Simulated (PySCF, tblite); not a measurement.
# C10H16F6S4: electronic excitations, NMR shifts

Wanted: electronic excitations, NMR shifts for C10H16F6S4 (`FC(F)(F)CCSCCSCCSCCSC(F)(F)F`).

Computed with tblite 0.8.0 and PySCF 2.14.0 and routines of our own; the level stands in each step. Atoms count from 0.

## Step 1: The starting structure

36 atoms, charge 0, multiplicity 1; geometry from: force field, distance geometry or constructed start.

## Step 2: Relaxing the molecule with GFN2-xTB

What the job is given:

```
{"job": {"kind": "relax", "xc": "GFN2-xTB", "basis": "xTB"}, "charge": 0, "multiplicity": 1}
F     -7.124000     0.706500    -2.287300
C     -6.537000     0.714400    -1.080700
F     -6.030000     1.947300    -0.864400
F     -7.486700     0.489700    -0.151700
C     -5.442800    -0.330300    -1.008300
C     -4.783200    -0.310800     0.354800
S     -3.476600    -1.579200     0.491300
C     -2.127800    -0.740200    -0.412700
C     -0.878600    -1.622100    -0.418200
S      0.491000    -0.855200    -1.350100
C      0.928000     0.554200    -0.271100
C      1.308200     0.233800     1.179700
S      2.618900    -1.012400     1.456600
C      3.999400    -0.332000     0.453800
C      4.560900     0.958000     1.057600
S      5.840500     1.727700     0.021900
C      7.127700     0.492300     0.176300
F      7.283300     0.095100     1.459000
F      8.317500     0.968200    -0.250800
F      6.846700    -0.609100    -0.554400
H     -5.878600    -1.311300    -1.212900
H     -4.714900    -0.119700    -1.803300
H     -5.518400    -0.523200     1.139900
H     -4.355100     0.666800     0.583600
H     -2.460400    -0.547600    -1.438600
H     -1.944100     0.211200     0.084900
H     -0.544900    -1.857700     0.594800
H     -1.098100    -2.571500    -0.914800
H      0.092200     1.260200    -0.276000
H      1.757100     1.084800    -0.753000
H      0.429500    -0.112600     1.721400
H      1.611600     1.161000     1.683900
H      4.763300    -1.110900     0.441500
H      3.668500    -0.191300    -0.572700
H      4.973800     0.779800     2.054900
H      3.776400     1.707900     1.157500
```

Run with:

```console
$ OMP_NUM_THREADS=1 python large_run.py task.json out
```

One launch serves the whole session: the jobs run in the order shown.

The log of the run:

```text
step      E/eV     max force
  0   -1930.64881    0.928
  1   -1930.71241    0.349
  2   -1930.74121    0.350
  3   -1930.75401    0.283
  4   -1930.76516    0.148
  5   -1930.77022    0.133
  6   -1930.77501    0.167
  7   -1930.77787    0.118
  8   -1930.77964    0.071
  9   -1930.78023    0.054
 10   -1930.78130    0.049
 11   -1930.78170    0.049
 12   -1930.78272    0.043
 13   -1930.78328    0.043
 14   -1930.78385    0.043
 15   -1930.78437    0.046
 16   -1930.78503    0.042
 17   -1930.78561    0.036
 18   -1930.78603    0.034
 19   -1930.78631    0.029
 20   -1930.78654    0.030
 21   -1930.78678    0.029
 22   -1930.78704    0.036
 23   -1930.78735    0.042
 24   -1930.78773    0.041
 25   -1930.78821    0.045
 26   -1930.78874    0.049
 27   -1930.78920    0.043
 28   -1930.78952    0.032
 29   -1930.78977    0.030
 30   -1930.79003    0.041
 31   -1930.79032    0.044
 32   -1930.79063    0.035
 33   -1930.79090    0.027
 34   -1930.79112    0.029
 35   -1930.79134    0.032
 36   -1930.79156    0.035
 37   -1930.79175    0.028
 38   -1930.79190    0.021
 39   -1930.79202    0.022
 40   -1930.79213    0.028
 41   -1930.79224    0.021
 42   -1930.79236    0.021
 43   -1930.79249    0.021
 44   -1930.79264    0.035
 45   -1930.79282    0.036
 46   -1930.79300    0.026
 47   -1930.79316    0.022
 48   -1930.79327    0.024
 49   -1930.79336    0.028
 50   -1930.79343    0.022
 51   -1930.79349    0.015
```

It took 2.2 s on 1 thread of Arm Neoverse N1, shared host; peak memory 0.18 GiB.

Along the way:

```
step  energy from step 0 (eV)  largest force (eV/Å)
   0                   0.0000                0.9275
   1                  -0.0636                0.3487
   2                  -0.0924                0.3499
   3                  -0.1052                0.2833
   4                  -0.1164                0.1478
   5                  -0.1214                0.1336
   6                  -0.1262                0.1668
   7                  -0.1291                0.1175
   8                  -0.1308                0.0706
  11                  -0.1329                0.0489
  15                  -0.1356                0.0465
  18                  -0.1372                0.0346
  22                  -0.1382                0.0361
  25                  -0.1394                0.0453
  29                  -0.1410                0.0298
  32                  -0.1418                0.0349
  36                  -0.1427                0.0344
  39                  -0.1432                0.0222
  43                  -0.1437                0.0212
  47                  -0.1444                0.0212
  48                  -0.1445                0.0243
  49                  -0.1445                0.0280
  50                  -0.1446                0.0217
  51                  -0.1447                0.0154
```

Distances of close pairs at the start and the end, largest changes first:

```
   bond  before (Å)  after (Å)  change (Å)
S15–C16       1.791      1.823      +0.033
C16–F18       1.351      1.326      -0.025
C13–C14       1.531      1.513      -0.018
S12–C13       1.837      1.819      -0.018
C16–F17       1.352      1.334      -0.017
C10–C11       1.534      1.516      -0.017
  C7–C8       1.529      1.513      -0.017
C16–F19       1.351      1.336      -0.015
```

The end geometry stands in the next job.

## Step 3: Electronic excitations: TDA PBE0/6-31G*

What the job is given:

```
{"job": {"kind": "uv", "basis": "6-31G*", "grid": 1, "kgrid": 0, "vcut": 1.5, "nstates": 6, "ntriplets": 2, "tda": true, "delta": [], "pop": true, "xc": "PBE0"}, "charge": 0, "multiplicity": 1}
F     -7.149710     0.736674    -2.266562
C     -6.528705     0.710803    -1.079549
F     -6.043233     1.946860    -0.875283
F     -7.476505     0.516362    -0.152453
C     -5.440140    -0.344142    -1.027867
C     -4.753877    -0.335933     0.334148
S     -3.461751    -1.615263     0.454994
C     -2.094009    -0.751498    -0.408061
C     -0.847933    -1.607288    -0.356382
S      0.537238    -0.845528    -1.258173
C      0.903773     0.626010    -0.240746
C      1.283116     0.322656     1.195736
S      2.542858    -0.984444     1.398406
C      3.929368    -0.351840     0.404822
C      4.536194     0.876914     1.046493
S      5.792634     1.681432    -0.012972
C      7.156280     0.486869     0.183457
F      7.304685     0.105690     1.453567
F      8.297997     1.030175    -0.215562
F      6.966888    -0.626616    -0.530981
H     -5.899534    -1.316191    -1.217765
H     -4.732463    -0.124055    -1.830001
H     -5.470220    -0.568547     1.122106
H     -4.297174     0.632710     0.540503
H     -2.387521    -0.573759    -1.442981
H     -1.946756     0.201749     0.102613
H     -0.534020    -1.809778     0.666576
H     -1.014729    -2.557637    -0.862591
H      0.040055     1.291671    -0.265197
H      1.720608     1.114054    -0.771733
H      0.429896    -0.059140     1.755683
H      1.633832     1.230070     1.689751
H      4.637226    -1.179347     0.372084
H      3.575062    -0.152375    -0.605661
H      4.990788     0.651260     2.010805
H      3.793432     1.663177     1.181114
```

Method: TDA PBE0/6-31G*, vertical, gas phase, core orbitals frozen in the response, virtual orbitals cut by energy.

The log of the run:

```text
start: PBE on a coarse grid of 32342 points
cycle   1  E = -2580.4793998330  dE =  2.421e+00  |g| = 1.358e+00  |ddm| = 6.004e+00
cycle   2  E = -2579.7004088247  dE =  7.790e-01  |g| = 2.556e+00  |ddm| = 2.651e+00
cycle   3  E = -2580.8169440028  dE = -1.117e+00  |g| = 1.976e-01  |ddm| = 1.691e+00
cycle   4  E = -2580.8262937123  dE = -9.350e-03  |g| = 7.865e-02  |ddm| = 3.557e-01
cycle   5  E = -2580.8276573731  dE = -1.364e-03  |g| = 2.832e-02  |ddm| = 1.123e-01
cycle   6  E = -2580.8278510612  dE = -1.937e-04  |g| = 6.356e-03  |ddm| = 3.716e-02
final grid: 138048 points
cycle   7  E = -2580.8563392773  dE = -9.647e-03  |g| = 1.029e-01  |ddm| = 4.382e-01
cycle   8  E = -2580.8545783869  dE =  1.761e-03  |g| = 1.425e-01  |ddm| = 1.743e-01
cycle   9  E = -2580.8584444389  dE = -3.866e-03  |g| = 5.862e-03  |ddm| = 1.038e-01
cycle  10  E = -2580.8584533933  dE = -8.954e-06  |g| = 1.767e-03  |ddm| = 6.923e-03
cycle  11  E = -2580.8584497523  dE =  3.641e-06  |g| = 8.778e-04  |ddm| = 2.519e-03
cycle  12  E = -2580.8584527008  dE = -2.948e-06  |g| = 1.427e-04  |ddm| = 9.811e-04
cycle  13  E = -2580.8584546255  dE = -1.925e-06  |g| = 4.496e-05  |ddm| = 2.103e-04
converged SCF energy = -2580.8584546255

Static polarisability (au): isotropic 174.785, principal 135.762 148.751 239.842

Singlet excitations
state   eV       nm        f      main configurations
  1   5.6215    220.6   0.04062   H->L 0.47, H-1->L+1 0.20, H->L+3 0.12
  2   5.6362    220.0   0.01115   H-1->L+1 0.54, H->L 0.12
  3   5.7163    216.9   0.00100   H->L+2 0.58, H-2->L+2 0.11, H->L+1 0.10
  4   5.8361    212.4   0.00018   H-3->L 0.66, H->L+3 0.22
  5   5.9576    208.1   0.01652   H->L 0.34, H->L+3 0.32, H-3->L 0.17
  6   6.2160    199.5   0.01676   H->L+1 0.62, H->L+2 0.11, H-2->L 0.08

Triplet excitations (Tamm-Dancoff, eV): 5.0489 5.1047
```

It took 92 s on 1 thread of Arm Neoverse N1, shared host; peak memory 0.63 GiB.

Frontier orbitals and where they lie:

```
orbital     eV                         atoms
 HOMO−4  -8.74    S9 39 %, S12 17 %, C10 8 %
 HOMO−3  -7.48             S15 80 %, S12 6 %
 HOMO−2  -6.90     S9 40 %, S12 33 %, S6 7 %
 HOMO−1  -6.71              S6 76 %, S12 8 %
   HOMO  -6.35             S9 44 %, S12 42 %
   LUMO   0.19  S15 51 %, C14 17 %, C16 15 %
 LUMO+1   0.65     S6 40 %, C5 16 %, C7 12 %
 LUMO+2   0.92     S9 37 %, S6 13 %, C8 12 %
 LUMO+3   1.04  S12 45 %, C11 17 %, C13 11 %
```

With each of the 6 states as a Gaussian band of 0.4 eV half-width at 1/e, the curve within the window shown has maxima at 217 nm (ε 2,600) L/(mol cm). Beyond the last state computed it falls off for lack of states. The curve at chosen wavelengths:

```
 nm  ε (L/mol/cm)
190           498
192           665
194           851
197          1147
199          1348
201          1549
203          1747
206          2035
208          2214
210          2374
212          2505
215          2626
217          2642
219          2600
221          2502
224          2260
226          2051
228          1819
230          1577
233          1222
235          1004
237           808
239           639
242           433
244           327
246           243
```

Leading natural transition orbitals of singlet state 1: the hole lies on S12 53 %; S9 17 %; S15 8 %; the particle on S15 30 %; S12 19 %; C14 9 %.

Ground-state properties from the same run:

```
           property  computed
  dipole moment (D)      1.76
polarisability (Å³)     25.90
 HOMO–LUMO gap (eV)      6.54
      −ε(HOMO) (eV)      6.35
```

The fields below are evaluated on a grid from the run's orbitals.

Frontier orbitals at PBE0/6-31G*, with the share of their density that lies nearest to each atom:

```
orbital  energy (eV)                                      lies on
   HOMO        -6.35                      S9, S12 about 40 % each
   LUMO         0.19  S15 48 %; C14, C16 about 12 % each; H35 6 %
```

ELF in a plane through or near 9 of the atoms.

Ten even steps from ' ' (0.00) to '@' (1.00):
```
                                                        
                                                        
                                                        
                            ..%%==                      
                        ..  --@@##  ..                  
          ..    ::      **----@@++  --..  --..          
        ::++....**    ..%%##++##::  ::  ..@@##          
        ++%%==..##--  ..@@==%%++++==    **@@@@          
        ::##--  **@@--  **::**==**%%  ..++@@==          
    ::------..  ==@@++..**%%::..**##  ==::==..          
    --##++::==--::**..====**....++--  ::++@@--          
    --##==%%--##::    %%++@@%%  ==      ::**--..        
    ..++  **--==::..  ##++@@@@  ..      ::**--          
          %%%%**  ..  ....%%@@          ##::++          
          %%@@**          --==          ######          
          **%%--                        ::++==          
            ..                                          
                                                        
                                                        
                                                        
```
The map spans 21.7 Å across and 10.4 Å up, centred on the molecule. Atoms in the plane (x, y in Å): C1 (6.6, -0.9), F2 (6.0, -2.1), C4 (5.5, 0.2), C10 (-0.9, -0.5), S15 (-5.8, -1.3), C16 (-7.1, -0.1), H20 (6.0, 1.2), H27 (1.2, 2.6), H28 (-0.1, -1.2).

On the surface of density 0.002 e/bohr³ the electrostatic potential runs, from the 1st to the 99th percentile, from -0.97 V near S12 to 1.48 V near H35.

## Step 4: NMR shifts: GIAO KT3/pcSseg-1

Settings changed since step 3:

```diff
@@ -1,2 +1,2 @@
-{"job": {"kind": "uv", "basis": "6-31G*", "grid": 1, "kgrid": 0, "vcut": 1.5, "nstates": 6, "ntriplets": 2, "tda": true, "delta": [], "pop": true, "xc": "PBE0"}, "charge": 0, "multiplicity": 1}
+{"job": {"kind": "nmr", "xc": "KT3", "basis": "pcSseg-1", "pop": false}, "charge": 0, "multiplicity": 1}
 F     -7.149710     0.736674    -2.266562
```

With the program's defaults for keys left out, this is: GIAO KT3/pcSseg-1 NMR shielding, non-relativistic, gas phase.

The log of the run:

```text
start: PBE on a coarse grid of 32342 points
cycle   1  E = -2580.1045388327  dE =  2.373e+00  |g| = 1.318e+00  |ddm| = 5.623e+00
cycle   2  E = -2579.3771365965  dE =  7.274e-01  |g| = 2.511e+00  |ddm| = 2.199e+00
cycle   3  E = -2580.4095157917  dE = -1.032e+00  |g| = 1.850e-01  |ddm| = 1.404e+00
cycle   4  E = -2580.4166855651  dE = -7.170e-03  |g| = 9.210e-02  |ddm| = 3.380e-01
cycle   5  E = -2580.4185441318  dE = -1.859e-03  |g| = 2.864e-02  |ddm| = 1.130e-01
cycle   6  E = -2580.4187285058  dE = -1.844e-04  |g| = 7.452e-03  |ddm| = 3.458e-02
final grid: 287681 points
cycle   7  E = -2607.0121569303  dE = -4.952e-02  |g| = 4.463e-01  |ddm| = 6.863e-01
cycle   8  E = -2606.9793051366  dE =  3.285e-02  |g| = 6.184e-01  |ddm| = 6.185e-01
cycle   9  E = -2607.0329883122  dE = -5.368e-02  |g| = 9.810e-02  |ddm| = 4.139e-01
cycle  10  E = -2607.0345930693  dE = -1.605e-03  |g| = 1.997e-02  |ddm| = 9.122e-02
cycle  11  E = -2607.0346858821  dE = -9.281e-05  |g| = 4.682e-03  |ddm| = 2.709e-02
cycle  12  E = -2607.0346932616  dE = -7.379e-06  |g| = 1.078e-03  |ddm| = 6.994e-03
cycle  13  E = -2607.0346943735  dE = -1.112e-06  |g| = 5.110e-04  |ddm| = 1.698e-03
cycle  14  E = -2607.0346927544  dE =  1.619e-06  |g| = 1.072e-04  |ddm| = 7.337e-04
cycle  15  E = -2607.0346923176  dE =  4.368e-07  |g| = 2.686e-05  |ddm| = 1.281e-04
converged SCF energy = -2607.0346923176

GIAO shielding tensors (ppm)
atom      isotropic    diamagn.    paramagn.     s11        s22        s33       span
  0 F      240.198     462.308    -222.110    153.402    232.448    334.745    181.343
  1 C       52.898     254.999    -202.101     50.422     52.243     56.029      5.607
  2 F      251.958     482.211    -230.253    164.143    252.792    338.940    174.797
  3 F      252.790     465.302    -212.512    164.376    256.335    337.659    173.284
  4 C      144.555     245.920    -101.365    118.358    143.240    172.068     53.710
  5 C      149.083     258.794    -109.711    134.190    143.652    169.409     35.219
  6 S      504.528    1061.977    -557.449    406.057    418.676    688.849    282.792
  7 C      145.717     253.575    -107.858    116.595    152.005    168.552     51.957
  8 C      153.972     254.398    -100.426    131.469    153.938    176.509     45.039
  9 S      498.503    1062.273    -563.769    395.332    428.474    671.705    276.373
 10 C      153.703     255.781    -102.079    124.032    157.265    179.811     55.779
 11 C      154.310     253.423     -99.113    123.402    159.149    180.379     56.977
 12 S      502.508    1062.687    -560.179    394.826    444.271    668.427    273.602
 13 C      150.157     260.099    -109.942    125.474    148.641    176.356     50.882
 14 C      149.390     249.426    -100.036    128.815    145.458    173.897     45.082
 15 S      375.584    1056.211    -680.627    188.402    334.708    603.643    415.240
 16 C       45.070     259.649    -214.579     31.076     47.550     56.583     25.506
 17 F      220.801     475.719    -254.918    131.443    211.405    319.554    188.110
 18 F      220.823     456.554    -235.731    146.256    200.181    316.032    169.775
 19 F      197.729     483.025    -285.296    128.684    154.459    310.044    181.361
 20 H       29.546      25.969       3.577     25.061     30.432     33.146      8.085
 21 H       29.343      33.850      -4.507     24.300     31.130     32.598      8.298
 22 H       28.881      32.852      -3.972     22.071     29.509     35.063     12.992
 23 H       29.127      37.737      -8.609     23.386     30.944     33.051      9.665
 24 H       28.907      35.533      -6.627     22.033     31.842     32.846     10.813
 25 H       29.211      37.795      -8.583     22.719     29.647     35.269     12.550
 26 H       28.897      35.075      -6.178     22.066     31.718     32.907     10.841
 27 H       29.507      33.292      -3.785     22.551     30.283     35.686     13.135
 28 H       28.475      36.374      -7.899     22.153     28.659     34.612     12.459
 29 H       29.378      35.715      -6.337     23.466     29.128     35.540     12.074
 30 H       29.282      35.167      -5.885     23.109     29.016     35.720     12.611
 31 H       28.498      33.792      -5.294     22.049     28.865     34.579     12.530
 32 H       29.073      36.434      -7.361     21.697     29.525     35.997     14.300
 33 H       28.972      37.330      -8.358     21.942     31.160     33.813     11.872
 34 H       28.391      30.292      -1.901     22.365     30.508     32.300      9.935
 35 H       29.319      32.168      -2.849     21.968     31.264     34.723     12.755
```

Run time: 75 s. Hardware: 1 thread of Arm Neoverse N1, shared host; peak memory 0.59 GiB.

The references, computed at this level on geometries of the same kind, shield at (ppm): 1H TMS 31.76, 13C TMS 184.7, 19F CFCl3 142.4. Their shielding less the atom's gives the shift. The references are single molecules in the gas phase, so shifts against H2O, NH3, PH3, H3PO4 or CFCl3 are not on the usual liquid scales and can be off by tens of ppm. Atoms listed in one row are averaged.

```
        atoms                         environment  σ (ppm)  δ (ppm)
          C16                          CF3 carbon     45.1    139.7
           C1                          CF3 carbon     52.9    131.8
           C4                             sp3 CH2    144.6     40.2
           C7                 sp3 CH2 bonded to S    145.7     39.0
           C5                 sp3 CH2 bonded to S    149.1     35.6
          C14                 sp3 CH2 bonded to S    149.4     35.3
          C13                 sp3 CH2 bonded to S    150.2     34.6
          C10                 sp3 CH2 bonded to S    153.7     31.0
           C8                 sp3 CH2 bonded to S    154.0     30.7
          C11                 sp3 CH2 bonded to S    154.3     30.4
     H34, H35  hydrogen on an sp3 CH2 bonded to S    28.85     2.91
     H30, H31  hydrogen on an sp3 CH2 bonded to S    28.89     2.87
     H28, H29  hydrogen on an sp3 CH2 bonded to S    28.93     2.83
     H22, H23  hydrogen on an sp3 CH2 bonded to S    29.00     2.76
     H32, H33  hydrogen on an sp3 CH2 bonded to S    29.02     2.74
     H24, H25  hydrogen on an sp3 CH2 bonded to S    29.06     2.70
     H26, H27  hydrogen on an sp3 CH2 bonded to S    29.20     2.56
     H20, H21              hydrogen on an sp3 CH2    29.44     2.32
F17, F18, F19           fluorine of an SCF3 group    213.1    -70.8
   F0, F2, F3             fluorine of a CF3 group    248.3   -105.9
          S15                      sulfide sulfur      376        –
           S9                      sulfide sulfur      499        –
          S12                      sulfide sulfur      503        –
           S6                      sulfide sulfur      505        –
```

## Step 5: Results

| quantity | value |
| --- | --- |
| lowest singlet (PBE0/6-31G*) | 5.62 eV (221 nm), f = 0.041 |
| lowest triplet | 5.05 eV |
| surface potential, 1st and 99th percentile | -0.97 V and 1.48 V |
| 13C shifts against TMS (KT3/pcSseg-1) | 139.7, 131.8, 40.2, 39.0, 35.6, 35.3, 34.6, 31.0, 30.7, 30.4 ppm |
| 1H shifts against TMS (KT3/pcSseg-1, means over atoms taken as alike) | 2.91, 2.87, 2.83, 2.76, 2.74, 2.70, 2.56, 2.32 ppm |
| 19F shifts against CFCl3 (KT3/pcSseg-1, means over atoms taken as alike) | -70.8, -105.9 ppm |
| shieldings of S (KT3/pcSseg-1) | S15 375.6, S9 498.5, S12 502.5, S6 504.5 ppm |

In words: The first singlet state (HOMO→LUMO 0.47, HOMO−1→LUMO+1 0.20) lies at 5.62 eV and is weak; of the 6 states computed, the strongest absorption comes from states 1 to 2 together at 5.62 eV. The lowest triplet lies 0.57 eV below the lowest singlet. At KT3/pcSseg-1: The widest tensor belongs to S15: span 415 ppm, with a paramagnetic part of -681 ppm.
